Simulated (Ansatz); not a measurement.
# AlClGaH: the cost of one run

Method: the settings change from run to run; program: Ansatz 0.2.0, Gaussian basis.

13 further runs of the same task are left out: 9 that didn't finish, 4 set aside as unsound or not needed.

**1. The system**

The geometry is a PBE0/def2-TZVP stationary point (not a proven minimum) with its atoms shifted at random (size 0.040 Å). No spin-orbit coupling is included. The filled d shell of Ga may be among the frozen orbitals whatever the setting's name suggests; the logs give the count.

4 atoms, charge 0, spin multiplicity 1.

Atoms are counted from 1 here; the program's logs count them from 0.

Bond lengths: Al1–Ga2 2.697 Å, Al1–H4 1.780 Å, Ga2–Cl3 2.247 Å. Angles: Ga2–Al1–H4 49.5°, Al1–Ga2–Cl3 146.2°.

As a file:

```
Al   -0.0117    0.3232    2.6385
Ga   -0.0125   -0.3470    0.0263
Cl    0.0354    0.3982   -2.0933
H    -0.0673    1.3467    1.1833
```

**2. CISD/6-31G***

File in.yaml:

```yaml
crystal:
  periodic: [false, false, false]
  atoms:
    - {symbol: Al, position_ang: [-0.011690, 0.323238, 2.638506]}
    - {symbol: Ga, position_ang: [-0.012524, -0.347032, 0.026259]}
    - {symbol: Cl, position_ang: [0.035440, 0.398196, -2.093323]}
    - {symbol: H, position_ang: [-0.067336, 1.346669, 1.183340]}
basis:
  gaussian: {orbitals: "6-31G*"}
correlation: {active_space: {ras: {orbitals: [12, 0, 44], electrons: 24, max_holes: 2, max_particles: 2}, fixed_orbitals: true}}
```

Launch:

```
ansatz run in.yaml --threads 1 --pin off --events-out ev --progress --plain --max-ram 2393MiB
```

Q: Estimate wall time and peak memory on 1 thread of Arm Neoverse V1, shared host.

About 22 s, with a peak of 0.3 GiB.
